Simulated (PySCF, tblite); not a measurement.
# C5H10O2SSi: geometry, infrared bands and NMR shifts

What infrared bands and NMR shifts should C5H10O2SSi (`C[Si@@H]1C=CO[C@H]1[S@@](C)=O`) show?

The runs use tblite 0.8.0 and PySCF 2.14.0, with density-fitted response routines of our own; the level of theory stands in each step. All values are computed, except where a source is named. Atoms are numbered from 0 throughout.

## (1) The starting structure

19 atoms, charge 0, multiplicity 1; geometry from: force field or distance geometry start.

Bonds of the start (Å): C0–Si1 1.82, Si1–C2 1.86, C2–C3 1.32, C3–O4 1.34, O4–C5 1.36, C5–S6 1.76, S6–C7 1.78, S6–O8 1.54, C5–Si1 1.89, C0–H9 1.12, C0–H10 1.12, C0–H11 1.11, Si1–H12 1.47, C2–H13 1.07, C3–H14 1.11, C5–H15 1.11, C7–H16 1.11, C7–H17 1.13, C7–H18 1.09.

## (2) Relaxing the molecule with GFN2-xTB

What the job is given:

```
{"job": {"kind": "relax", "xc": "GFN2-xTB", "basis": "xTB"}, "charge": 0, "multiplicity": 1}
C     -2.581000    -0.929200    -0.008100
Si    -0.948800    -0.288500     0.477800
C     -0.885200     1.567400     0.428000
C     -0.201400     1.909000    -0.653400
O      0.265800     0.882000    -1.368100
C      0.348500    -0.390100    -0.890900
S      1.883700    -0.971300    -0.259400
C      2.646500    -0.004300     1.026800
O      1.668100    -2.401300     0.281100
H     -3.379100    -0.398200     0.568100
H     -2.820300    -0.729900    -1.085600
H     -2.707000    -2.008700     0.229400
H     -0.389100    -0.829900     1.724100
H     -1.341000     2.247800     1.123600
H     -0.038200     2.979600    -0.890400
H     -0.003000    -1.098100    -1.671500
H      3.718600    -0.271500     1.109300
H      2.193000    -0.328700     2.010400
H      2.560000     1.073000     0.871800
```

Run with:

```
> OMP_NUM_THREADS=1 python probes_run.py task.json out
```

This one command runs all jobs of the session in turn.

**Question.** This job is followed by: GFN2-xTB harmonic vibrations, gas phase; GIAO PBE0/pcSseg-1 NMR shielding, non-relativistic, gas phase. Predict these results of the whole session: strongest single infrared mode (GFN2-xTB); zero-point energy (GFN2-xTB); ¹³C shifts against TMS (PBE0/pcSseg-1); ¹H shifts against TMS (PBE0/pcSseg-1, means over atoms taken as alike); ²⁹Si shifts against TMS (PBE0/pcSseg-1); ¹⁷O shifts against H2O (PBE0/pcSseg-1); ³³S shifts against CS2 (PBE0/pcSseg-1); surface potential, 1st and 99th percentile.

As calculated:

| quantity | value |
| --- | --- |
| strongest single infrared mode (GFN2-xTB) | 1113 cm⁻¹, 246 km/mol |
| zero-point energy (GFN2-xTB) | 87.6 kcal/mol |
| ¹³C shifts against TMS (PBE0/pcSseg-1) | 169.3, 99.3, 99.2, 38.3, -1.4 ppm |
| ¹H shifts against TMS (PBE0/pcSseg-1, means over atoms taken as alike) | 7.13, 5.76, 5.37, 5.11, 2.09, 0.39 ppm |
| ²⁹Si shifts against TMS (PBE0/pcSseg-1) | -19.1 ppm |
| ¹⁷O shifts against H2O (PBE0/pcSseg-1) | 169.2, 47.8 ppm |
| ³³S shifts against CS2 (PBE0/pcSseg-1) | 313 ppm |
| surface potential, 1st and 99th percentile | -2.00 V and 1.13 V |

What this shows: Relaxing lowered the energy by 1.622 eV in 112 steps; the close pair that moved most is C5–S6, from 1.759 to 1.855 Å. No mode is imaginary among the 51: a minimum at this level. The strongest single mode, at 1113 cm⁻¹, moves mainly O8 and S6. GFN2-xTB is a fitted tight-binding method: band positions and strengths are rough. Its intensities can rank the bands wrongly. C3 (alkene carbon bearing oxygen) lies farthest downfield among carbon, at 169.3 ppm; an sp2 carbon further deshielded by the attached heteroatom. The most deshielded hydrogen is H14 (hydrogen on an alkene carbon bearing oxygen), at 7.13 ppm: olefinic region.
